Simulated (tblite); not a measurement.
# C2H10FN2Si2: the cost of one run

Programs: tblite 0.8.0 and PySCF 2.14.0. All values are calculated, for the isolated system unless a continuum is named. Atoms count from 0, parts from 1.

### Step 1. Starting point

17 atoms, charge 0, multiplicity 2; geometry: distance geometry start.

### Step 2. Geometry optimisation with GFN2-xTB

The job: settings as JSON, then the geometry in Å.

```
{"job": {"kind": "relax", "xc": "GFN2-xTB", "basis": "xTB"}, "charge": 0, "multiplicity": 2}
C      0.005205    -0.140401     0.178914
N      1.169565     0.573694    -0.260354
Si     2.662560     0.523100     0.533291
N     -1.054377     0.471526    -0.582621
Si    -2.702119     0.243253    -0.337014
F     -0.189789     0.071973     1.480199
C      0.125549    -1.590695    -0.108241
H      0.852203     1.515610    -0.210299
H      3.574002     1.405036    -0.262560
H      3.165394    -0.879331     0.510574
H      2.495188     1.067344     1.899427
H     -0.818092     0.326082    -1.544791
H     -3.407005     1.129217    -1.295632
H     -3.034288    -1.158533    -0.613142
H     -3.043690     0.647023     1.062987
H      0.520001    -1.971975    -1.034503
H     -0.282356    -2.299932     0.624688
```

Level: GFN2-xTB geometry optimisation, gas phase.

Launch:

```bash
OMP_NUM_THREADS=1 python cluster_run.py task.json out
```

The driver reads the jobs from task.json and runs them one after another.

Q: Estimate the wall time of this first job on 1 thread of Intel Xeon Platinum 8259CL at 2.50GHz, shared host.

About 16 s.
